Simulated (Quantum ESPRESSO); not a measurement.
Runs of Quantum ESPRESSO 7.5 on Mg3Cl2O. The structure is hexagonal, space group P-6m2 (No. 187). Conventional cell: a = 4.308 Å, b = 4.308 Å, c = 9.385 Å, α = 90.00°, β = 90.00°, γ = 120.00°. Mg (site symmetry -6m2) has 3 Mg at 2.49 Å as nearest neighbours. Around Mg (site symmetry -6m2) lie 3 O at 2.49 Å. Mg (site symmetry -6m2) is surrounded by 3 Mg at 2.49 Å. Cl (site symmetry 3m) has 9 Mg at 3.41 to 3.43 Å and 3 O at 3.43 Å as nearest neighbours. Around O (site symmetry -6m2) lie 3 Mg at 2.49 Å. The cell was built by a generator and needn't be a form met in nature.

```csv
task,level,potentials or basis,cell,k mesh,cutoff (eV),smearing,ASE optimiser,most ionic steps,forc conv thr,etot conv thr,ion dynamics,other keys,mesh quality,gap on the mesh (eV),pressure (GPa),largest force (eV/Å)
relaxation of cell and atoms,BLYP,SG15 PBE 1.2,relaxed,3 × 3 × 1,952,methfessel-paxton 0.2 eV,LBFGS,-,-,-,-,-,coarse,none,-,0.01
single point,PBE,SSSP 1.3 efficiency PBE,as given,7 × 7 × 3,748,fermi-dirac 0.05 eV,-,-,-,-,-,-,not flagged,none,-3.7,(a)
relaxation of cell and atoms,PW91,PseudoDojo 0.4.1 SR LDA stringent,relaxed to 0.3 kbar,3 × 3 × 1,1252,methfessel-paxton 0.136 eV,-,40,0.0004 Ry/bohr,1e-05 Ry,bfgs,-,coarse,-,0.0,-
single point,PW91+D2,SPMS 1.0 PBE,as given,7 × 7 × 3,952,methfessel-paxton 0.05 eV,-,-,-,-,-,startingwfc = random; diago_david_ndim = 3,not flagged,none,-,0.79
```

Alike in all rows: no spin polarisation.

Estimate the missing entries.

(a) 0.74.

Caveats: some runs use coarse meshes; the potentials were made for another functional, which shifts forces and pressure (some runs); this potential file gives levels or pressures that part from those of other sets (some runs); D2 keeps the scale fitted for PBE (some runs); pairwise dispersion overbinds metals, which lowers pressure and volume (some runs).

A gap of «none» marks a metal or a gap under the smearing width.

The runs don't all hold the same shells in valence.
